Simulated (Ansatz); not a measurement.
# C2H4FGeNO: a ladder of functionals and wavefunction methods

One table from this session's results is given with a row withheld; the runs are named, their logs left out.

Method: functionals in def2-TZVPP, the program's frozen cores in correlated methods; program: Ansatz 0.2.0, Gaussian basis.

Levels to be run: LDA (SPW92), PBE-D4, revPBE-D4, BLYP-D4, r2SCAN-D4, B97M-V, PBE0-D4, B3LYP-D4, r2SCANh-D4, r2SCAN0-D4, HSE06-D4, BHLYP-D4, CAM-B3LYP-D4, LC-ωPBE, ωB97X-V, ωB97M-V, B2PLYP, PBE-QIDH; CCSD(T)/def2-SVP; CCSD(T)/def2-TZVPP; MP2/def2-QZVPP; extrapolation to the limit; RPA on PBE.

### The geometry

All runs share one geometry, relaxed beforehand with PBE0-D4 in a triple-zeta def2 set.

SMILES `[OH][GeH]1[NH]C=[C]1F`, 10 atoms, charge 0, spin multiplicity 1.

Atoms are counted from 1 here; the program's logs count them from 0.

Bond lengths: O1–Ge2 1.765 Å, O1–H7 0.960 Å, Ge2–N3 1.901 Å, Ge2–C5 1.931 Å, Ge2–H8 1.540 Å, N3–C4 1.426 Å, N3–H9 1.015 Å, C4–C5 1.341 Å, C4–H10 1.086 Å, C5–F6 1.328 Å. Angles: Ge2–O1–H7 112.9°, O1–Ge2–N3 114.7°, O1–Ge2–C5 118.5°, O1–Ge2–H8 108.9°, N3–Ge2–C5 71.9°, N3–Ge2–H8 115.6°, C5–Ge2–H8 122.7°, Ge2–N3–C4 88.8°, Ge2–N3–H9 119.7°, C4–N3–H9 113.6°, N3–C4–C5 108.8°, N3–C4–H10 121.8°, C5–C4–H10 129.3°, Ge2–C5–C4 90.0°, Ge2–C5–F6 140.9°, C4–C5–F6 128.9°.

The first run:

Input file in.yaml:

```yaml
crystal:
  periodic: [false, false, false]
  atoms:
    - {symbol: O, position_ang: [-1.742807, -1.526341, -0.118461]}
    - {symbol: Ge, position_ang: [-0.267570, -0.645648, -0.522537]}
    - {symbol: N, position_ang: [0.862353, -0.265841, 0.958782]}
    - {symbol: C, position_ang: [0.679485, 1.124825, 0.701820]}
    - {symbol: C, position_ang: [-0.236441, 1.268070, -0.266882]}
    - {symbol: F, position_ang: [-0.844349, 2.372957, -0.682451]}
    - {symbol: H, position_ang: [-1.807896, -2.371134, -0.568884]}
    - {symbol: H, position_ang: [0.414203, -1.335500, -1.719043]}
    - {symbol: H, position_ang: [1.833503, -0.559201, 0.938383]}
    - {symbol: H, position_ang: [1.192418, 1.886514, 1.282370]}
basis:
  gaussian: {orbitals: def2-TZVPP}
hamiltonian: {xc: lda}
output: {orbitals: {seedname: orbitals}}
```

Started as:

```console
ansatz run in.yaml --threads 4 --pin off --events-out ev --progress --plain --max-ram 10444MiB
```

Steps of the session up to this table: LDA; PBE-D4 (GGA); revPBE-D4 (GGA); BLYP-D4 (GGA); r2SCAN-D4 (meta-GGA); B97M-V (meta-GGA); PBE0-D4 (hybrid); B3LYP-D4 (hybrid); r2SCANh-D4 (hybrid); r2SCAN0-D4 (hybrid); HSE06-D4 (hybrid); BHLYP-D4 (hybrid); CAM-B3LYP-D4 (range-separated); LC-ωPBE (range-separated); ωB97X-V (range-separated); ωB97M-V (range-separated); B2PLYP (double hybrid); PBE-QIDH (double hybrid).

One table of the session follows, with a row left open; its other results are not shown here.

It belongs to the step «Orbital energies across the functionals». 

```
  functional  HOMO (eV)  gap (eV)
 LDA (SPW92)      -5.17      3.74
      PBE-D4      -4.99      3.82
   revPBE-D4      -4.91      3.85
     BLYP-D4      -4.86      3.77
   r2SCAN-D4      -5.20      4.29
      B97M-V      -5.28      4.35
     PBE0-D4      -6.22      5.97
    B3LYP-D4      -6.01      5.49
  r2SCANh-D4      -5.67      5.09
  r2SCAN0-D4      -6.38      6.28
    HSE06-D4      -5.82      5.19
    BHLYP-D4      -7.35      8.00
CAM-B3LYP-D4      -7.56      8.31
     LC-ωPBE      -8.87     10.85
     ωB97X-V      -8.53     10.38
     ωB97M-V          ?         ?
```

Q: Estimate the row for ωB97M-V from the others.

As computed: HOMO (eV): -8.45; gap (eV): 10.06. In the column «HOMO (eV)» it lies between ωB97X-V (-8.53) and CAM-B3LYP-D4 (-7.56).
